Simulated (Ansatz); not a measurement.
# C₂H₆BBrN₂, SMILES C[NH2+][BH-](Br)C#N: a geometry optimisation

Computed with the Python package of Ansatz (0.2.0).

The script, `c2h6bbrn2_opt.py`:
```python
import warnings

import ansatz as az
import numpy as np

GEOMETRY = """
C    -1.21630    0.38550    0.56460
N    -0.51010   -0.62050   -0.23740
B     0.91030   -0.18040   -0.68110
Br    0.84340    1.43040   -1.89660
C     1.82260    0.11560    0.53780
N     2.50310    0.33620    1.44730
H    -0.67120    0.59780    1.50990
H    -2.22420    0.00300    0.83450
H    -1.35460    1.32860   -0.00660
H    -0.43400   -1.50240    0.32060
H    -1.07750   -0.82490   -1.09200
H     1.40850   -1.06900   -1.30080
"""


def main() -> None:
    warnings.simplefilter("ignore", az.DeckWarning)

    molecule = az.Crystal.molecule()
    for line in GEOMETRY.strip().splitlines():
        symbol, *xyz = line.split()
        molecule = molecule.atom(symbol, [float(v) for v in xyz])

    model = (
        molecule.calculation()
        .basis(gaussian="def2-SVP")
        .functional("pbe0", dispersion="d3bj")
    )
    symbols = [site.symbol for site in molecule.cartesian_sites]
    start = np.array([site.position_ang for site in molecule.cartesian_sites], dtype=float)
    def progress(event):
        if event["event"] == "relax_step":
            row = event["data"]
            print(f"step {row['step']:3d}  E = {row['lagrangian_ev']:.6f} eV  max force {row['allowed_force_max_ev_ang']:.4f} eV/A")


    r = model.relax(force_tolerance=0.01).session().plan().execute(on_event=progress).report
    end = np.array(r["positions_ang"])

    print("reference energy %16.6f eV" % r["reference_energy_ev"])
    print("total energy     %16.6f eV" % r["free_energy_ev"])
    print("occupied (up, down):", r["n_occupied"], " virtual:", r["n_virtual"], " frozen:", r["n_frozen"])

    print("bond        before    after (A)")
    for i, j in [(0, 1), (0, 6), (0, 7), (0, 8), (1, 2), (1, 9), (1, 10), (2, 3), (2, 4), (2, 11), (4, 5)]:
        d0, d1 = (np.linalg.norm(xyz[i] - xyz[j]) for xyz in (start, end))
        print(f"{symbols[i]}{i}-{symbols[j]}{j}".ljust(10), f"{d0:8.4f} {d1:8.4f}")

    charges = r["charge_distribution"]
    print("dipole moment", round(4.803205 * float(np.linalg.norm(charges["dipole_moment_e_ang"])), 3), "D")
    print("Mulliken:", [(s, round(q, 3)) for s, q in zip(symbols, charges["mulliken_charges_e"])])


if __name__ == "__main__":
    main()
```

```console
$ python c2h6bbrn2_opt.py
step   1  E = -75848.238177 eV  max force 1.1544 eV/A
step   2  E = -75848.384038 eV  max force 0.7065 eV/A
step   3  E = -75848.405592 eV  max force 0.1990 eV/A
step   4  E = -75848.408650 eV  max force 0.0783 eV/A
step   5  E = -75848.409703 eV  max force 0.0528 eV/A
step   6  E = -75848.410265 eV  max force 0.0366 eV/A
step   7  E = -75848.410490 eV  max force 0.0108 eV/A
step   8  E = -75848.410496 eV  max force 0.0032 eV/A
reference energy    -75848.131046 eV
total energy        -75848.410523 eV
occupied (up, down): [36, 36]  virtual: [96, 96]  frozen: 0
bond        before    after (A)
C0-N1        1.4676   1.4752
C0-H6        1.1117   1.0970
C0-H7        1.1113   1.0979
C0-H8        1.1112   1.0969
N1-B2        1.5518   1.6141
N1-H9        1.0464   1.0237
N1-H10       1.0460   1.0236
B2-Br3       2.0191   2.0116
B2-C4        1.5510   1.5724
B2-H11       1.1924   1.2131
C4-N5        1.1571   1.1603
dipole moment 7.422 D
Mulliken: [('C', -0.008), ('N', -0.108), ('B', -0.053), ('Br', -0.244), ('C', -0.123), ('N', -0.091), ('H', 0.104), ('H', 0.07), ('H', 0.098), ('H', 0.183), ('H', 0.182), ('H', -0.01)]
```

Reading the output:
- Total energies depend on the basis set; only differences at equal settings carry meaning.
- The end point is the stationary point reached from this start; no frequency run checks that it is a minimum, and the basis set is modest.
- Total less reference energy is the dispersion correction.
- Timing: 110 s on 1 thread of AMD EPYC 7R43 64-Core Processor (Zen 3), on a shared host, peak memory 0.44 GiB.

(Lines on the test bed's own set-up are left out of the output.)
